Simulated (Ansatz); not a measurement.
# Be3N2: the cost of one run

Computed with Ansatz 0.2.0 (DFT LDA, scalar-relativistic, plane waves, PAW, unless a step's input says otherwise).

**1. Starting point**

The structure is trigonal, space group R3m (No. 160). Conventional cell: a = 2.840 Å, b = 2.840 Å, c = 14.599 Å, α = 90.00°, β = 90.00°, γ = 120.00°. Around Be (site symmetry 3m) lie 4 N at 1.65 to 2.20 Å. Be (site symmetry 3m) has 4 N at 1.66 to 1.84 Å as nearest neighbours. Around Be (site symmetry 3m) lie 4 N at 1.68 to 1.78 Å. Around N (site symmetry 3m) lie 5 Be at 1.65 to 1.68 Å. N (site symmetry 3m) is surrounded by 7 Be at 1.78 to 2.20 Å.

Coordinates:

```cif
data_structure
_symmetry_space_group_name_H-M 'R3m:H'
_symmetry_Int_Tables_number 160
_cell_length_a 2.8396
_cell_length_b 2.8396
_cell_length_c 14.5986
_cell_angle_alpha 90.000
_cell_angle_beta 90.000
_cell_angle_gamma 120.000
_cell_volume 101.94
loop_
_atom_site_label
_atom_site_type_symbol
_atom_site_symmetry_multiplicity
_atom_site_Wyckoff_symbol
_atom_site_fract_x
_atom_site_fract_y
_atom_site_fract_z
_atom_site_occupancy
Be1 Be 3 a 0.00000 0.00000 0.14100 1
Be2 Be 3 a 0.66667 0.33333 0.01564 1
Be3 Be 3 a 0.66667 0.33333 0.24453 1
N1 N 3 a 0.66667 0.33333 0.12917 1
N2 N 3 a 0.00000 0.00000 0.29157 1
```

The structure comes from the Materials Project (structure only).

**2. Quick check of gap, pressure and forces**

input.yaml

```yaml
crystal:
  lattice:
    - [1.4198050555, 0.819724831, 4.8662156628]
    - [-1.4198050555, 0.819724831, 4.8662156628]
    - [0.0, -1.639449662, 4.8662156628]
  atoms:
    - { symbol: Be, position: [0.85900108, 0.85900108, 0.85900108] }
    - { symbol: Be, position: [0.31769456, 0.31769456, 0.31769456] }
    - { symbol: Be, position: [0.08880677, 0.08880677, 0.08880677] }
    - { symbol: "N", position: [0.20416268, 0.20416268, 0.20416268] }
    - { symbol: "N", position: [0.70843491, 0.70843491, 0.70843491] }
basis:
  ecutwfc: 420
kpoints:
  mp_grid: { grid: [9, 9, 9] }
hamiltonian:
  xc: lda
scf:
  occupations: { method: gaussian, width: 0.1 }
output:
  forces: true
  stress: true
  eigenvalues: true
```

Command:

```console
ansatz run input.yaml --threads 1 --pin off --max-ram 1228MiB --backend cpu --events-out ev --progress --plain --runs-dir out
```

**Question.** How long does this run take on 1 thread of an Arm CPU, shared host, and how much memory does it need?

About 6.4 s, with a peak of 0.33 GiB.
